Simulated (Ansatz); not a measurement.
# Ba2Tl5V3O12 (P-42m) in Ansatz: convergence with wavefunction cutoff

Aim: find how far wavefunction cutoff must go before the results for Ba2Tl5V3O12 settle, at PBE. This setting moves, with any that are tied to it; all else stays.

Everything below comes from runs of Ansatz 0.2.0. Logs are shortened: lines on timing, memory, paths and dates and some standing lists are left out, and cuts for length are marked.

### 1 Starting point

Symmetry: P-42m, No. 111, tetragonal system. Conventional cell: a = 9.937 Å, b = 9.937 Å, c = 6.656 Å, α = 90.00°, β = 90.00°, γ = 90.00°. Around Ba (site symmetry 222) lie 4 O at 2.61 Å. V (site symmetry -42m) is surrounded by 4 O at 1.73 Å. V (site symmetry 222) has 4 O at 1.73 Å as nearest neighbours. Tl (site symmetry -42m) has 8 O at 4.22 Å as nearest neighbours. Around Tl (site symmetry m) lie 3 O at 2.32 to 2.59 Å. O (site symmetry m) has 1 V at 1.73 Å as nearest neighbours. O (site symmetry 1) has 1 V at 1.73 Å as nearest neighbours.

The cell was built by a generator and needn't be a form met in nature.

### 2 With wavefunction cutoff 200 eV

Contents of input.yaml:

```yaml
crystal:
  lattice:
    - [9.93665, 0.0, 0.0]
    - [0.0, 9.93665, 0.0]
    - [0.0, 0.0, 6.65552]
  atoms:
    - { symbol: Ba, position: [0.0, 0.5, 0.0] }
    - { symbol: Ba, position: [0.5, 0.0, 0.0] }
    - { symbol: V, position: [0.5, 0.5, 0.0], spin: 2.0 }
    - { symbol: V, position: [0.5, 0.0, 0.5], spin: 2.0 }
    - { symbol: V, position: [0.0, 0.5, 0.5], spin: 2.0 }
    - { symbol: Tl, position: [0.0, 0.0, 0.5] }
    - { symbol: Tl, position: [0.67321, 0.32679, 0.46014] }
    - { symbol: Tl, position: [0.32679, 0.67321, 0.46014] }
    - { symbol: Tl, position: [0.67321, 0.67321, 0.53986] }
    - { symbol: Tl, position: [0.32679, 0.32679, 0.53986] }
    - { symbol: O, position: [0.39848, 0.60152, 0.14652] }
    - { symbol: O, position: [0.60152, 0.39848, 0.14652] }
    - { symbol: O, position: [0.60152, 0.60152, 0.85348] }
    - { symbol: O, position: [0.39848, 0.39848, 0.85348] }
    - { symbol: O, position: [0.59959, 0.09072, 0.33579] }
    - { symbol: O, position: [0.40041, 0.09072, 0.66421] }
    - { symbol: O, position: [0.59959, 0.90928, 0.66421] }
    - { symbol: O, position: [0.40041, 0.90928, 0.33579] }
    - { symbol: O, position: [0.09072, 0.59959, 0.33579] }
    - { symbol: O, position: [0.09072, 0.40041, 0.66421] }
    - { symbol: O, position: [0.90928, 0.59959, 0.66421] }
    - { symbol: O, position: [0.90928, 0.40041, 0.33579] }
hamiltonian:
  xc: pbe
  pseudopotentials: { kind: paw }
magnetization:
  spin_polarized: true
kpoints:
  mp_grid: { grid: [2, 2, 3] }
scf:
  occupations: { method: fermi_dirac, width: 0.05 }
output:
  forces: true
  stress: true
  eigenvalues: true
basis:
  ecutwfc: "200 eV"
```

Potentials or basis: Ansatz PAW.

Launch:

```sh
$ ansatz run input.yaml --threads 8 --pin off --max-ram 20480MiB --backend cpu --events-out ev --progress --plain --runs-dir out
```

The program printed:

```text
Warning: basis.ecutwfc = 200 eV is below the records' recommended 420 eV, and the density's cutoff is lower with it unless basis.ecutrho_ratio is high enough to keep the records' density cutoff: compare with a run at a higher cutoff
Warning: RAYON_NUM_THREADS=8 ignored (pool sized by the plan → 8); use --threads N
[... 102 lines left out ...]
        0.000000       2.979151      -0.000000
        0.000000      -0.000000       3.859804
  P = ⅓ Tr σ = 3.2727 GPa (32.727 kbar)
--- Band table (eV; the first three rows and the last of 12) ---
  k-point 0 ↑: bands = ["-63.5632", "-63.5608", "-62.6382", "-36.9230", "-36.8926", "-36.8403", "-36.8403", "-36.8205", "-36.8205", "-35.9037", "-35.9037", "-35.8965", "-23.7526", "-23.7517", "-15.5920", "-15.5885", "-15.3068", "-15.2871", "-15.2626", "-15.2626", "-15.1990", "-15.1990", "-14.5202", "-14.1553", "-14.1393", "-14.1393", "-11.4073", "-11.3627", "-11.3627", "-11.3209", "-11.2938", "-9.1225", "-9.1225", "-9.0112", "-9.0112", "-8.8027", "-8.7993", "-7.8209", "-7.8086", "-7.7446", "-7.7446", "-7.6657", "-7.6657", "-7.6492", "-7.6481", "-7.6431", "-7.6257", "-7.6257", "-7.5944", "-7.5676", "-7.5605", "-7.5509", "-7.5509", "-7.5072", "-7.5018", "-7.4976", "-7.4976", "-4.3636", "-2.9246", "-2.3112", "-2.3112", "-1.6224", "-1.4333", "-1.1698", "-0.8625", "-0.8625", "-0.6330", "-0.5798", "-0.5167", "-0.4159", "-0.4159", "-0.3212", "-0.2350", "-0.1420", "0.2050", "0.2171", "0.2171", "0.3690", "0.3690", "0.4028", "0.5936", "0.5936", "0.5999", "0.6474", "1.1599", "1.2850", "1.3618", "1.3618", "1.3678", "1.4755", "1.4755", "1.7781", "1.8648", "1.8648", "2.3163", "2.6969", "2.6969", "2.7396", "3.7820", "3.9400", "3.9400", "5.0373", "5.2436", "5.3652", "5.7912", "5.8194", "5.8965", "6.1682", "6.3934", "6.4061", "6.9667", "6.9667", "6.9874", "7.0999", "7.1969", "7.3238", "7.3238", "7.4283", "7.4283", "7.6547", "7.7335", "8.0885", "8.0885"]
  k-point 1 ↑: bands = ["-63.5691", "-63.5627", "-62.6437", "-36.9064", "-36.8875", "-36.8763", "-36.8763", "-36.8388", "-36.8388", "-35.9348", "-35.9348", "-35.8896", "-23.7561", "-23.7515", "-15.7436", "-15.7420", "-15.2714", "-15.2714", "-15.2056", "-15.2056", "-15.1505", "-15.1389", "-14.5199", "-14.1622", "-14.1428", "-14.1428", "-11.3914", "-11.3749", "-11.3749", "-11.3378", "-11.3323", "-9.1211", "-9.1211", "-9.0093", "-9.0093", "-8.8056", "-8.8027", "-7.8356", "-7.8304", "-7.7619", "-7.7619", "-7.6937", "-7.6937", "-7.6863", "-7.6612", "-7.6217", "-7.6158", "-7.6158", "-7.6144", "-7.6095", "-7.5781", "-7.5547", "-7.5547", "-7.5420", "-7.5059", "-7.5059", "-7.5050", "-4.3551", "-2.8861", "-2.2815", "-2.2815", "-1.7753", "-1.2060", "-0.9343", "-0.8974", "-0.8974", "-0.7597", "-0.6826", "-0.5793", "-0.5538", "-0.5538", "-0.3971", "-0.1712", "-0.1127", "0.1227", "0.1227", "0.2083", "0.2321", "0.4325", "0.4908", "0.4908", "0.6353", "0.6426", "0.6426", "1.0338", "1.1260", "1.1260", "1.2354", "1.2354", "1.2778", "1.3276", "1.7051", "2.1626", "2.1890", "2.1890", "2.5896", "2.6162", "2.6162", "3.3913", "3.9861", "3.9861", "5.1785", "5.4578", "5.4692", "5.8466", "5.9566", "6.2354", "6.4314", "6.5241", "6.6091", "6.6091", "6.6601", "6.8440", "6.9614", "7.1252", "7.1698", "7.1698", "7.3612", "7.4374", "7.4374", "7.4392", "8.0042", "8.0042"]
  k-point 2 ↑: bands = ["-63.5590", "-63.5588", "-62.6353", "-36.8978", "-36.8977", "-36.8269", "-36.8256", "-36.8211", "-36.8204", "-35.9035", "-35.8978", "-35.8933", "-23.7501", "-23.7500", "-15.5874", "-15.5866", "-15.2952", "-15.2923", "-15.2625", "-15.2606", "-15.2039", "-15.2020", "-14.5176", "-14.1564", "-14.1372", "-14.1349", "-11.4014", "-11.3635", "-11.3504", "-11.3138", "-11.2907", "-9.1217", "-9.1214", "-9.0107", "-9.0103", "-8.8014", "-8.8007", "-7.8126", "-7.7871", "-7.7498", "-7.6886", "-7.6779", "-7.6638", "-7.6635", "-7.6487", "-7.6410", "-7.6206", "-7.6078", "-7.5961", "-7.5764", "-7.5502", "-7.5481", "-7.5269", "-7.5126", "-7.5105", "-7.4985", "-7.4976", "-4.3631", "-2.9023", "-2.3558", "-2.2833", "-1.6802", "-1.3322", "-1.0499", "-0.9094", "-0.7760", "-0.7409", "-0.5460", "-0.5270", "-0.5120", "-0.3975", "-0.3602", "-0.2138", "-0.1640", "0.1703", "0.1760", "0.2251", "0.3459", "0.4277", "0.4305", "0.4404", "0.5802", "0.6274", "1.0442", "1.1069", "1.1688", "1.3778", "1.3981", "1.4459", "1.5102", "1.5183", "1.6996", "1.8029", "1.8254", "2.3989", "2.6506", "2.7104", "2.7355", "3.7366", "3.7875", "3.9823", "5.3487", "5.3604", "5.7441", "5.7895", "6.0075", "6.0613", "6.1978", "6.2647", "6.2647", "6.8973", "6.9168", "6.9888", "7.0209", "7.1120", "7.2129", "7.2987", "7.3777", "7.3955", "7.5360", "7.6768", "7.9177", "7.9912"]
  k-point 5 ↓: bands = ["-63.5449", "-63.5449", "-62.6213", "-36.8515", "-36.8515", "-36.8097", "-36.8080", "-36.7893", "-36.7887", "-35.8759", "-35.8759", "-35.8430", "-23.7388", "-23.7388", "-15.7346", "-15.7346", "-15.2629", "-15.2552", "-15.1944", "-15.1918", "-15.1266", "-15.1266", "-14.5099", "-14.1432", "-14.1327", "-14.1327", "-11.3385", "-11.3385", "-11.3365", "-11.2965", "-11.2670", "-9.1204", "-9.1174", "-9.0068", "-9.0061", "-8.7968", "-8.7968", "-7.7806", "-7.7378", "-7.6860", "-7.6860", "-7.6664", "-7.6664", "-7.6439", "-7.6310", "-7.5981", "-7.5981", "-7.5827", "-7.5484", "-7.5446", "-7.5351", "-7.5264", "-7.5264", "-7.4748", "-7.4748", "-7.4737", "-7.4430", "-4.3545", "-2.9157", "-2.2455", "-2.2455", "-1.6419", "-0.9653", "-0.9029", "-0.9029", "-0.7684", "-0.7184", "-0.6027", "-0.5760", "-0.5760", "-0.3513", "-0.3513", "-0.1135", "-0.1135", "0.3181", "0.3346", "0.3346", "0.3785", "0.4115", "0.4776", "0.5081", "0.6872", "0.7668", "0.7668", "1.0451", "1.0922", "1.1059", "1.3598", "1.4086", "1.4086", "1.4441", "1.9153", "2.1241", "2.1241", "2.4975", "2.6382", "2.6382", "2.6949", "3.4343", "3.9811", "3.9811", "5.6994", "5.6994", "5.8854", "5.9662", "5.9662", "6.1697", "6.1697", "6.5623", "6.6658", "6.7794", "6.7794", "6.8191", "6.9630", "7.1793", "7.1943", "7.1943", "7.2589", "7.3994", "7.6449", "7.6449", "7.8781", "7.9233"]
```

Run time: 24 s. Hardware: 8 threads of Intel Xeon at 2.50GHz (Skylake/Cascade Lake), shared host; peak memory 1.3 GiB.

Results:

```yaml
Free_energy: -84553.4238 eV
Pressure: 3.3 GPa
Largest_force: 2.508 eV/Å
Band_gap_on_the_k_mesh: 0.58 eV, indirect (least direct gap 0.74 eV)
Net_moment: 0.00 μB per cell
Absolute_moment: 0.00 μB per cell
```

### 3 With wavefunction cutoff 250 eV

input.yaml: that of step 2 with these lines changed.

```diff
@@ -42,2 +42,2 @@
 basis:
-  ecutwfc: "200 eV"
+  ecutwfc: "250 eV"
```

Potentials or basis: Ansatz PAW.

Launch:

```sh
$ ansatz run input.yaml --threads 8 --pin off --max-ram 20480MiB --backend cpu --events-out ev --progress --plain --runs-dir out
```

Run time: 31 s. Hardware: 8 threads of Intel Xeon at 2.50GHz (Skylake/Cascade Lake), shared host; peak memory 1.6 GiB.

Results:

```
Free energy            : -84648.6618 eV
Pressure               : 0.9 GPa
Largest force          : 0.577 eV/Å
Band gap on the k mesh : 0.59 eV, indirect (least direct gap 0.69 eV)
Net moment             : 0.00 μB per cell
Absolute moment        : 0.00 μB per cell
```

### 4 With wavefunction cutoff 300 eV

input.yaml: that of step 3 with these lines changed.

```diff
@@ -42,2 +42,2 @@
 basis:
-  ecutwfc: "250 eV"
+  ecutwfc: "300 eV"
```

Launch:

```sh
$ ansatz run input.yaml --threads 8 --pin off --max-ram 20480MiB --backend cpu --events-out ev --progress --plain --runs-dir out
```

Wall time 28 s (8 threads of Intel Xeon at 2.50GHz (Skylake/Cascade Lake), shared host); peak memory 2 GiB.

What came out:

| Quantity | Value |
| --- | --- |
| Free energy | -84671.4647 eV |
| Pressure | 0.0 GPa |
| Largest force | 0.028 eV/Å |
| Band gap on the k mesh | 0.59 eV, indirect (least direct gap 0.67 eV) |
| Net moment | 0.00 μB per cell |
| Absolute moment | 0.00 μB per cell |

### 5 With wavefunction cutoff 350 eV

input.yaml: that of step 4 with these lines changed.

```diff
@@ -42,2 +42,2 @@
 basis:
-  ecutwfc: "300 eV"
+  ecutwfc: "350 eV"
```

Launch:

```sh
$ ansatz run input.yaml --threads 8 --pin off --max-ram 20480MiB --backend cpu --events-out ev --progress --plain --runs-dir out
```

Wall time 39 s (8 threads of Intel Xeon at 2.50GHz (Skylake/Cascade Lake), shared host); peak memory 2.4 GiB.

What came out:

* Free energy: -84676.4421 eV
* Pressure: 0.0 GPa
* Largest force: 0.031 eV/Å
* Band gap on the k mesh: 0.59 eV, indirect (least direct gap 0.67 eV)
* Net moment: 0.00 μB per cell
* Absolute moment: 0.00 μB per cell

### 6 With wavefunction cutoff 400 eV

input.yaml: that of step 5 with these lines changed.

```diff
@@ -42,2 +42,2 @@
 basis:
-  ecutwfc: "350 eV"
+  ecutwfc: "400 eV"
```

Potentials or basis: Ansatz PAW.

Launch:

```sh
$ ansatz run input.yaml --threads 8 --pin off --max-ram 20480MiB --backend cpu --events-out ev --progress --plain --runs-dir out
```

Run time: 52 s. Hardware: 8 threads of Intel Xeon at 2.50GHz (Skylake/Cascade Lake), shared host; peak memory 2.7 GiB.

Results (log left out):

```
Free energy            : -84677.4347 eV
Pressure               : 0.0 GPa
Largest force          : 0.009 eV/Å
Band gap on the k mesh : 0.59 eV, indirect (least direct gap 0.68 eV)
Net moment             : 0.00 μB per cell
Absolute moment        : 0.00 μB per cell
```

### 7 With wavefunction cutoff 450 eV

input.yaml: that of step 6 with these lines changed.

```diff
@@ -42,2 +42,2 @@
 basis:
-  ecutwfc: "400 eV"
+  ecutwfc: "450 eV"
```

Launch:

```sh
$ ansatz run input.yaml --threads 8 --pin off --max-ram 20480MiB --backend cpu --events-out ev --progress --plain --runs-dir out
```

Run time: 46 s. Hardware: 8 threads of Intel Xeon at 2.50GHz (Skylake/Cascade Lake), shared host; peak memory 3.2 GiB.

The run converged. Its results:

| Quantity | Value |
| --- | --- |
| Free energy | -84677.5911 eV |
| Pressure | 0.0 GPa |
| Largest force | 0.009 eV/Å |
| Band gap on the k mesh | 0.59 eV, indirect (least direct gap 0.68 eV) |
| Net moment | 0.00 μB per cell |
| Absolute moment | 0.00 μB per cell |

### 8 With wavefunction cutoff 500 eV

input.yaml: that of step 7 with these lines changed.

```diff
@@ -42,2 +42,2 @@
 basis:
-  ecutwfc: "450 eV"
+  ecutwfc: "500 eV"
```

Launch:

```sh
$ ansatz run input.yaml --threads 8 --pin off --max-ram 20480MiB --backend cpu --events-out ev --progress --plain --runs-dir out
```

Run time: 63 s. Hardware: 8 threads of Intel Xeon at 2.50GHz (Skylake/Cascade Lake), shared host; peak memory 3.6 GiB.

The run converged. Its results:

```
Free energy            : -84677.6083 eV
Pressure               : 0.0 GPa
Largest force          : 0.009 eV/Å
Band gap on the k mesh : 0.59 eV, indirect (least direct gap 0.68 eV)
Net moment             : 0.00 μB per cell
Absolute moment        : 0.00 μB per cell
```

### 9 With wavefunction cutoff 600 eV

input.yaml: that of step 8 with these lines changed.

```diff
@@ -42,2 +42,2 @@
 basis:
-  ecutwfc: "500 eV"
+  ecutwfc: "600 eV"
```

Potentials or basis: Ansatz PAW.

Launch:

```sh
$ ansatz run input.yaml --threads 8 --pin off --max-ram 20480MiB --backend cpu --events-out ev --progress --plain --runs-dir out
```

It took 74 s on 8 threads of Intel Xeon at 2.50GHz (Skylake/Cascade Lake), shared host; peak memory 4.5 GiB.

Results (log left out):

```
Free energy            : -84677.6189 eV
Pressure               : 0.0 GPa
Largest force          : 0.010 eV/Å
Band gap on the k mesh : 0.59 eV, indirect (least direct gap 0.68 eV)
Net moment             : 0.00 μB per cell
Absolute moment        : 0.00 μB per cell
```

### 10 With wavefunction cutoff 800 eV

input.yaml: that of step 9 with these lines changed.

```diff
@@ -42,2 +42,2 @@
 basis:
-  ecutwfc: "600 eV"
+  ecutwfc: "800 eV"
```

Launch:

```sh
$ ansatz run input.yaml --threads 8 --pin off --max-ram 20480MiB --backend cpu --events-out ev --progress --plain --runs-dir out
```

It took 1.9 min on 8 threads of Intel Xeon at 2.50GHz (Skylake/Cascade Lake), shared host; peak memory 6.6 GiB.

Results (log left out):

```
Free energy            : -84677.6257 eV
Pressure               : 0.0 GPa
Largest force          : 0.010 eV/Å
Band gap on the k mesh : 0.59 eV, indirect (least direct gap 0.68 eV)
Net moment             : 0.00 μB per cell
Absolute moment        : 0.00 μB per cell
```

### 11 The series at a glance

| wavefunction cutoff | energy less the tightest run, at zero smearing (meV/atom) | pressure (GPa) | largest force (eV/Å) | gap on the mesh (eV) | SCF cycles | CPU time (s) | peak memory (GiB) |
| --- | --- | --- | --- | --- | --- | --- | --- |
| 200 eV | 5645.52 | 3.27 | 2.508 | 0.581 | 14 | 100 | 1.3 |
| 250 eV | 1316.54 | 0.92 | 0.577 | 0.595 | 15 | 140 | 1.6 |
| 300 eV | 280.05 | 0.04 | 0.028 | 0.588 | 15 | 170 | 2 |
| 350 eV | 53.80 | -0.01 | 0.031 | 0.586 | 16 | 230 | 2.4 |
| 400 eV | 8.68 | 0.03 | 0.009 | 0.587 | 17 | 300 | 2.7 |
| 450 eV | 1.57 | 0.03 | 0.009 | 0.587 | 16 | 320 | 3.2 |
| 500 eV | 0.79 | 0.03 | 0.009 | 0.587 | 17 | 430 | 3.6 |
| 600 eV | 0.31 | 0.02 | 0.010 | 0.587 | 16 | 510 | 4.5 |
| 800 eV | 0.00 | 0.02 | 0.010 | 0.587 | 16 | 780 | 6.6 |

Against the tightest run, the energy stays within 1 meV/atom from 500 eV on; the pressure stays within 0.1 GPa from 300 eV on; the largest force stays within 0.005 eV/Å from 400 eV on; the gap on the mesh stays within 0.01 eV from 200 eV on. The tightest run that finished is the yardstick and may itself not be fully converged.

Caveats: odd divisions of the mesh miss points on the zone boundary, where band edges often lie, so the gap on the mesh can be too wide; spin-orbit coupling is left out, which as a rule narrows the gap of such compounds by several tenths of an eV; the starting moments weren't kept.
